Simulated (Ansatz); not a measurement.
Runs of Ansatz 0.2.0 on SnTe3. It takes space group Fm-3m (No. 225, cubic). Conventional cell: a = 7.722 Å, b = 7.722 Å, c = 7.722 Å, α = 90.00°, β = 90.00°, γ = 90.00°. Around Te (site symmetry m-3m) lie 8 Te at 3.34 Å. Around Te (site symmetry -43m) lie 4 Te at 3.34 Å and 4 Sn at 3.34 Å. Sn (site symmetry m-3m) is surrounded by 8 Te at 3.34 Å. The cell comes from a database or a generator and needn't be the stable form of this composition.

```tsv
potentials or basis	cutoff (eV)	gap on the mesh (eV)	pressure (GPa)
JTH PAW	6600	none	-2.7
PseudoDojo stringent (PBEsol files)	1388	none	-2.7
PseudoDojo standard (PBEsol files)	1120	none	-2.9
Ansatz PAW earlier set	640	none	(a)
```

Alike in all rows: task single point; level PBEsol; no spin polarisation; cell as given; k mesh 6 × 6 × 6; smearing fermi-dirac 0.05 eV.

Question: Estimate the missing entries.

Answer: (a) -2.8.

Caveats: the PAW data sets come from PBE, with cores solved anew for the run's functional, which leaves a small shift of forces and pressure (some runs).

A k mesh can miss the band edges, and the runs leave out spin-orbit coupling on Sn, Te.

A gap of «none» marks a metal or a gap under the smearing width.

Not every run made on this cell is shown here.
